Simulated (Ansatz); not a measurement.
Task: a ladder of methods at one geometry of AgB (charge -1), with the Ansatz DFT code, driven from Python. Give the script and its output. Level of theory (for the species named): r2SCAN, def2-SVP basis, multiplicity 2. The script varies functional: r2scan, revpbe, blyp, pbe0, lc_wpbe, hse06.

Contents of `agb.xyz`:
```text
2

Ag    0.00000    0.00000    0.00000
B     0.00000    0.00000    2.25000
```

`methods_agb.py`
```python
# -*- coding: utf-8 -*-
'''AgB(-) at several levels of theory.'''

from pathlib import Path
import logging
import sys

import ansatz
import numpy as np

logging.basicConfig(stream=sys.stdout, format='[%(levelname)s] %(message)s')
log = logging.getLogger('agb')
log.setLevel(logging.INFO)

geometry = ansatz.Crystal.molecule_from_extxyz('agb.xyz')

job = (
    geometry.calculation()
    .basis(gaussian='def2-SVP')
    .charge(-1)
    .spin('collinear', total=1)  # two spin channels
)

log.info('functional    E (Ha)        dipole (D)   HOMO (eV)  LUMO (eV)')
for name in ['r2scan', 'revpbe', 'blyp', 'pbe0', 'lc_wpbe', 'hse06']:
    data = job.functional(name).forces().orbitals().run(threads=1, runs_dir='runs').report
    lines = Path(data['orbitals_path']).read_text().splitlines()
    field_of = lambda key: [line.split('=')[1].strip() for line in lines if line.startswith(key)]
    orbitals = [(27.211386 * float(e), s, float(n)) for e, s, n in zip(field_of('Ene='), field_of('Spin='), field_of('Occup='))]
    homo = max(e for e, _, n in orbitals if n > 0.5)
    lumo = min(e for e, _, n in orbitals if n < 0.5)
    dipole = 4.803205 * np.linalg.norm(data['charge_distribution']['dipole_moment_e_ang'])
    log.info(f'{name:10s} {data["free_energy_ev"] / 27.211386246:14.6f} {dipole:9.3f} {homo:11.3f} {lumo:10.3f}')
```

```console
$ python methods_agb.py
[INFO] functional    E (Ha)        dipole (D)   HOMO (eV)  LUMO (eV)
[INFO] r2scan        -171.697342     3.253       1.405      2.258
[INFO] revpbe        -171.725141     3.414       1.787      2.145
[INFO] blyp          -171.631763     3.072       1.910      2.255
[INFO] pbe0          -171.616333     3.518       0.754      2.928
[INFO] lc_wpbe       -171.633523     2.945      -1.454      4.949
[INFO] hse06         -171.614340     3.519       1.148      2.553
```

Caveats:
- Total energies depend on the basis set; only differences at equal settings carry meaning.
- The geometry is a force-field or estimated start, not a minimum of this method, and the basis set is short of its limit. A lower total doesn't mark the better method: functionals have no common bound, and MP2 and coupled cluster aren't variational.
- def2 sets replace the cores of elements past krypton by effective core potentials.
- The run takes the species as open-shell (spin multiplicity 2), which needn't be its ground state.
- The expectation value of S² is noticeably off S(S+1) in at least one run, so that state is spin-contaminated.
- An ion's dipole depends on the origin; the program takes it about the centre of nuclear charge.
- Levels such as HOMO and LUMO are orbital energies: with these approximate functionals they aren't the ionisation energy and electron affinity, and their gap isn't the fundamental gap.
- hse06 follows the composition of plane-wave codes, whose totals differ by tens of mHa, up to about 0.1 Ha, from the form usual in Gaussian-basis programs (wpbeh).
- The spin state was assumed, and another may lie lower.
- Anions want diffuse functions, which this basis lacks.
- The whole script took 52 s on 1 thread of Arm Neoverse V2 (shared host), peak memory 0.22 GiB.
